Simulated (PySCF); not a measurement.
# BeH−: magnetic properties, part 2 of 2

PySCF 2.14.0. Atoms count from 0. Earlier steps stand in the parts before.

### Step 10. Magnetic properties: GIAO B3LYP/aug-pcSseg-1

The job: settings as JSON, then the geometry in Å.

```
{"job": {"kind": "mag", "xc": "B3LYP", "basis": "aug-pcSseg-1", "isotopologues": 0}, "charge": -1, "multiplicity": 1}
Be    -0.535714     0.384304    -0.469395
H      0.538730    -0.382903     0.453830
```

Method: GIAO B3LYP/aug-pcSseg-1 magnetisability, rotational g tensor and spin-rotation constants, non-relativistic, gas phase.

Output:

```text
coarse grid: 1688 points
cycle   1  E = -15.2431406354  dE = -7.486e-02  |g| = 1.710e-01  |ddm| = 1.450e+00
cycle   2  E = -15.2519279191  dE = -8.787e-03  |g| = 1.542e-01  |ddm| = 6.684e+00
cycle   3  E = -15.2773018236  dE = -2.537e-02  |g| = 2.189e-02  |ddm| = 4.263e+00
cycle   4  E = -15.2778002102  dE = -4.984e-04  |g| = 6.117e-03  |ddm| = 4.471e-01
cycle   5  E = -15.2778232774  dE = -2.307e-05  |g| = 9.772e-04  |ddm| = 2.988e-02
cycle   6  E = -15.2778241664  dE = -8.890e-07  |g| = 5.449e-05  |ddm| = 1.245e-02
final grid: 16400 points
cycle   7  E = -15.2730838678  dE = -3.521e-06  |g| = 9.160e-04  |ddm| = 3.282e-02
cycle   8  E = -15.2730840489  dE = -1.811e-07  |g| = 8.519e-04  |ddm| = 3.363e-02
cycle   9  E = -15.2730847518  dE = -7.029e-07  |g| = 4.723e-05  |ddm| = 1.370e-02
cycle  10  E = -15.2730847586  dE = -6.790e-09  |g| = 9.483e-06  |ddm| = 2.485e-03
cycle  11  E = -15.2730847590  dE = -4.063e-10  |g| = 2.133e-06  |ddm| = 6.626e-04
converged SCF energy = -15.2730847590

Magnetisability tensor (1e-30 J/T^2)
     -136.67      246.64     -296.76
      246.64       32.66      211.93
     -296.76      211.93      -46.29
isotropic -50.10   principal values    -567.78    208.70    208.77
isotropic susceptibility -3.017 1e-6 cm^3/mol

Inertial axes            a          b          c
rot. const./GHz           -   214.8172   214.8172
chi total           -34.193     12.570     12.570
chi diamagnetic     -34.193    -53.251    -53.251
chi paramagnetic      0.000     65.821     65.821
quadrupole/D A      -10.988      5.494      5.494
g nuclear                 -     0.9439     0.9439
g electronic              -    -6.6427    -6.6427
g total                   -    -5.6988    -5.6988

Spin-rotation constants (kHz, H = +C I.J)
atom  isotope        aa         bb         cc
  0    9Be            -    -33.344    -33.344
  1     1H            -      4.595      4.595
```

Run time: 0.38 s. Hardware: 1 thread of Arm Neoverse N1, shared host; peak memory 0.25 GiB.

All coordinates were scaled by 1.1, so these values belong to a distorted geometry and are kept out of the summary.

### Step 11. Magnetic properties: GIAO B3LYP/aug-pcSseg-1

The job: settings as JSON, then the geometry in Å.

```
{"job": {"kind": "mag", "xc": "B3LYP", "basis": "aug-pcSseg-1", "isotopologues": 0}, "charge": -1, "multiplicity": 1}
Be    -0.560065     0.401772    -0.490731
H      0.563218    -0.400308     0.474459
```

With the program's defaults for keys left out, this is: GIAO B3LYP/aug-pcSseg-1 magnetisability, rotational g tensor and spin-rotation constants, non-relativistic, gas phase.

Output:

```text
coarse grid: 1688 points
cycle   1  E = -15.2409287709  dE = -8.079e-02  |g| = 1.688e-01  |ddm| = 1.397e+00
cycle   2  E = -15.2532157286  dE = -1.229e-02  |g| = 1.411e-01  |ddm| = 5.509e+00
cycle   3  E = -15.2737141917  dE = -2.050e-02  |g| = 1.872e-02  |ddm| = 3.269e+00
cycle   4  E = -15.2740791538  dE = -3.650e-04  |g| = 6.459e-03  |ddm| = 3.701e-01
cycle   5  E = -15.2741070008  dE = -2.785e-05  |g| = 9.310e-04  |ddm| = 2.879e-02
cycle   6  E = -15.2741078447  dE = -8.439e-07  |g| = 5.162e-05  |ddm| = 1.064e-02
final grid: 16400 points
cycle   7  E = -15.2698384143  dE = -4.116e-06  |g| = 9.280e-04  |ddm| = 2.389e-02
cycle   8  E = -15.2698386545  dE = -2.402e-07  |g| = 7.736e-04  |ddm| = 2.375e-02
cycle   9  E = -15.2698391813  dE = -5.268e-07  |g| = 5.667e-05  |ddm| = 9.780e-03
cycle  10  E = -15.2698391878  dE = -6.519e-09  |g| = 2.126e-05  |ddm| = 2.196e-03
cycle  11  E = -15.2698391885  dE = -6.911e-10  |g| = 3.156e-06  |ddm| = 4.170e-04
converged SCF energy = -15.2698391885

Magnetisability tensor (1e-30 J/T^2)
     -135.73      238.03     -286.44
      238.03       27.65      204.53
     -286.44      204.53      -48.49
isotropic -52.19   principal values    -551.82    197.61    197.64
isotropic susceptibility -3.143 1e-6 cm^3/mol

Inertial axes            a          b          c
rot. const./GHz           -   196.5434   196.5434
chi total           -33.231     11.901     11.901
chi diamagnetic     -33.231    -53.828    -53.828
chi paramagnetic      0.000     65.730     65.730
quadrupole/D A      -11.746      5.873      5.873
g nuclear                 -     0.9439     0.9439
g electronic              -    -6.0692    -6.0692
g total                   -    -5.1253    -5.1253

Spin-rotation constants (kHz, H = +C I.J)
atom  isotope        aa         bb         cc
  0    9Be            -    -28.747    -28.747
  1     1H            -      4.463      4.463
```

It took 0.37 s on 1 thread of Arm Neoverse N1, shared host; peak memory 0.25 GiB.

A normal end doesn't make this result sound: all coordinates were scaled by 1.15.

### Step 12. Magnetic properties: GIAO B3LYP/aug-pcSseg-1

The job: settings as JSON, then the geometry in Å.

```
{"job": {"kind": "mag", "xc": "B3LYP", "basis": "aug-pcSseg-1", "isotopologues": 0}, "charge": -1, "multiplicity": 1}
Be    -0.584416     0.419240    -0.512068
H      0.587706    -0.417713     0.495088
```

With the program's defaults for keys left out, this is: GIAO B3LYP/aug-pcSseg-1 magnetisability, rotational g tensor and spin-rotation constants, non-relativistic, gas phase.

Output:

```text
coarse grid: 1688 points
cycle   1  E = -15.2381490694  dE = -8.527e-02  |g| = 1.684e-01  |ddm| = 1.340e+00
cycle   2  E = -15.2528276952  dE = -1.468e-02  |g| = 1.316e-01  |ddm| = 4.583e+00
cycle   3  E = -15.2700732052  dE = -1.725e-02  |g| = 1.467e-02  |ddm| = 2.517e+00
cycle   4  E = -15.2703004147  dE = -2.272e-04  |g| = 6.855e-03  |ddm| = 3.040e-01
cycle   5  E = -15.2703343932  dE = -3.398e-05  |g| = 8.459e-04  |ddm| = 3.189e-02
cycle   6  E = -15.2703351349  dE = -7.417e-07  |g| = 5.209e-05  |ddm| = 8.708e-03
final grid: 16400 points
cycle   7  E = -15.2662651988  dE = -6.196e-06  |g| = 8.574e-04  |ddm| = 1.807e-02
cycle   8  E = -15.2662654501  dE = -2.514e-07  |g| = 6.608e-04  |ddm| = 1.673e-02
cycle   9  E = -15.2662658182  dE = -3.680e-07  |g| = 6.014e-05  |ddm| = 6.627e-03
cycle  10  E = -15.2662658243  dE = -6.149e-09  |g| = 2.033e-05  |ddm| = 1.856e-03
cycle  11  E = -15.2662658249  dE = -5.342e-10  |g| = 2.931e-06  |ddm| = 2.669e-04
converged SCF energy = -15.2662658249

Magnetisability tensor (1e-30 J/T^2)
     -137.33      228.79     -275.33
      228.79       19.72      196.60
     -275.33      196.60      -53.47
isotropic -57.02   principal values    -537.27    183.08    183.11
isotropic susceptibility -3.434 1e-6 cm^3/mol

Inertial axes            a          b          c
rot. const./GHz           -   180.5058   180.5058
chi total           -32.355     11.026     11.026
chi diamagnetic     -32.355    -54.548    -54.548
chi paramagnetic      0.000     65.574     65.574
quadrupole/D A      -12.524      6.262      6.262
g nuclear                 -     0.9439     0.9439
g electronic              -    -5.5607    -5.5607
g total                   -    -4.6168    -4.6168

Spin-rotation constants (kHz, H = +C I.J)
atom  isotope        aa         bb         cc
  0    9Be            -    -24.834    -24.834
  1     1H            -      4.196      4.196
```

Wall time 0.38 s (1 thread of Arm Neoverse N1, shared host); peak memory 0.25 GiB.

A normal end doesn't make this result sound: all coordinates were scaled by 1.2.

### Step 13. What came out

The summary covers parts 1 to 2.

| quantity | value |
| --- | --- |
| point group | C∞v |
| rotational constants (main isotopes) | 259.93, 259.93 GHz |
| runs | 0 failed, 10 ended on unsound input |

In words: Relaxing lowered the energy by 1.415 eV in 12 steps; the close pair that moved most is Be0–H1, from 2.861 to 1.465 Å. The next job takes another geometry, as its input shows. Vibrational averaging and real surroundings are missing from these values.
